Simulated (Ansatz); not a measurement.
# SnTe: the cost of one run

Program: Ansatz 0.2.0. Level of theory: DFT r2SCAN, scalar-relativistic, plane waves, PAW. These are calculated values, not measurements.

The COD entry's cell or inner coordinates are ideal or old and differ from later refinements, so a difference from it is no clean test against experiment.

2 further runs of the same task are left out: 2 set aside as unsound or not needed.

### 1 The system as given

Symmetry: Fm-3m, No. 225, cubic system. The conventional cell has a = 6.371 Å, b = 6.371 Å, c = 6.371 Å, α = 90.00°, β = 90.00°, γ = 90.00°. Around Sn (site symmetry m-3m) lie 6 Te at 3.19 Å. Te (site symmetry m-3m) is surrounded by 6 Sn at 3.19 Å.

Structure file:

```cif
data_structure
_symmetry_space_group_name_H-M 'Fm-3m'
_symmetry_Int_Tables_number 225
_cell_length_a 6.3712
_cell_length_b 6.3712
_cell_length_c 6.3712
_cell_angle_alpha 90.000
_cell_angle_beta 90.000
_cell_angle_gamma 90.000
_cell_volume 258.62
loop_
_atom_site_label
_atom_site_type_symbol
_atom_site_symmetry_multiplicity
_atom_site_Wyckoff_symbol
_atom_site_fract_x
_atom_site_fract_y
_atom_site_fract_z
_atom_site_occupancy
Sn1 Sn 4 a 0.00000 0.00000 0.00000 1
Te1 Te 4 b 0.50000 0.00000 0.00000 1
```

This cell was relaxed beforehand with the same method: volume 32.33 Å³/atom, gap on the mesh 0.13 eV.

### 2 The bulk's band edges

The input, input.yaml:

```yaml
crystal:
  lattice:
    - [0.0, 3.1855994477, 3.1855994477]
    - [3.1855994477, 0.0, 3.1855994477]
    - [3.1855994477, 3.1855994477, 0.0]
  atoms:
    - { symbol: Sn, position: [0.0, 0.0, 0.0] }
    - { symbol: Te, position: [0.5, 0.5, 0.5] }
basis:
  ecutwfc: 500
kpoints:
  mp_grid: { grid: [10, 10, 10] }
  band_path: { path: [VBM, CBM], npoints: 2 }
hamiltonian:
  xc: r2scan
scf:
  occupations: { method: gaussian, width: 0.01 }
output:
  forces: true
  stress: true
  eigenvalues: true
  write_density: true
  write_potential: true
  elf: true
  volumetric_format: npy
```

The run is started by

```console
ansatz run input.yaml --threads 2 --pin off --max-ram 5120MiB --backend cpu --events-out ev --progress --plain --runs-dir out
```

What time and memory should one allow on 2 threads of Intel Xeon Platinum 8375C at 2.90GHz (Ice Lake), shared host?

About 9.3 s, with a peak of 0.66 GiB.
